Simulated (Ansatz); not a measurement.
Ge, space group Cmcm: an equation of state with a fit, run with the Ansatz DFT code, driven from Python.

`eos.py`:
```python
# -*- coding: utf-8 -*-
"""Bulk modulus of Ge from an E(V) curve."""

import logging
import sys
import warnings

import ansatz as az
import numpy as np
from scipy.optimize import curve_fit

logging.basicConfig(stream=sys.stdout, format="%(name)s: %(message)s")
logger = logging.getLogger("ansatz_job")
logger.setLevel(logging.INFO)

vectors0 = np.array([
    [1.48805293, -2.59468961, 0.0],
    [1.48805293, 2.59468961, 0.0],
    [0.0, 0.0, 4.72759579],
])
sites = [
    ("Ge", (0.66655337, 0.33344663, 0.25)),
    ("Ge", (0.33344663, 0.66655337, 0.75)),
]


def make_crystal(cell):
    crystal = az.Crystal(lattice=az.Lattice.of(cell))
    for symbol, position in sites:
        crystal = crystal.atom(symbol, position)
    return crystal

def vinet(v, e0, v0, b0, b1):
    eta = (v / v0) ** (1 / 3)
    return e0 + 2 * b0 * v0 / (b1 - 1) ** 2 * (2 - (5 + 3 * b1 * (eta - 1) - 3 * eta) * np.exp(-1.5 * (b1 - 1) * (eta - 1)))

warnings.simplefilter("ignore", az.DeckWarning)

# scale the volume, keep shape and fractions
volumes, energies = [], []
for scale in np.linspace(0.9, 1.1, 9):
    cell = vectors0 * scale ** (1 / 3)
    model = (
        make_crystal(cell).calculation()
        .functional("PBEsol")
        .pseudopotentials("paw")
        .basis(630, xc_grid=1)
        .occupations(az.OccupationsMethod.FERMI_DIRAC)
        .scf(algorithm="direct_min")
        .kpoints(11, 11, 6)
    )
    data = model.run(threads=1).report
    volumes.append(abs(np.linalg.det(cell)) / len(sites))
    energies.append(data["free_energy_ev"] / len(sites))
    logger.info(f"V = {volumes[-1]:8.4f} A^3/atom  F = {energies[-1]:.5f} eV/atom")

guess = (min(energies), volumes[int(np.argmin(energies))], 0.5, 4.5)
(e0, v0, b0, b1), _ = curve_fit(vinet, np.array(volumes), np.array(energies), p0=guess, maxfev=20000)
logger.info(f"Vinet fit: V0 = {v0:.4f} A^3/atom, B0 = {160.21766 * b0:.1f} GPa, B1 = {b1:.2f}")
print("largest residual", round(1000 * float(np.abs(vinet(np.array(volumes), e0, v0, b0, b1) - energies).max()), 3), "meV/atom")
```

Its results, one of them left out:

| V (Å³/atom) | F less the lowest row shown (meV/atom) |
| --- | --- |
| 16.428 | ? |
| 16.884 | 31.85 |
| 17.341 | 14.51 |
| 17.797 | 4.19 |
| 18.253 | 0.00 |
| 18.710 | 1.14 |
| 19.166 | 6.94 |
| 19.622 | 16.81 |
| 20.079 | 30.25 |

What is the missing energy at 16.428 Å³ an atom?

A third-order Birch-Murnaghan fit, E = E0 + (9 V0 B0 / 16) [(t - 1)³ B' + (t - 1)² (6 - 4t)] with t = (V0/V)^(2/3), through the 8 rows shown gives V0 = 18.376 Å³, B0 = 72.7 GPa, B' = 4.46 and E0 = -0.19 meV. At V = 16.428 Å³, t = 1.07757, and the fit extrapolates to 57.25 meV. The run gave 57.29 meV, a miss of 0.05 meV.

Reading the output:
- The settings weren't tested for convergence.
- Shape and fractional positions are held along the curve, so the bulk modulus is an upper value where they are free to relax, by a factor of two or more in layered or hydrogen-bonded cells.
- The mesh is modest for a metal, so energies can be off by several to tens of meV an atom and pressures by half a GPa or more; differences at equal mesh fare better.
- Within a few hundredths of an angstrom the cell has the higher group P6_3/mmc; the lower one is a small distortion.
- This isn't the structure that Ge takes at ambient conditions.
- Run time: 3.1 min on 1 thread of Arm Neoverse V1 (shared host), peak memory 0.73 GiB.
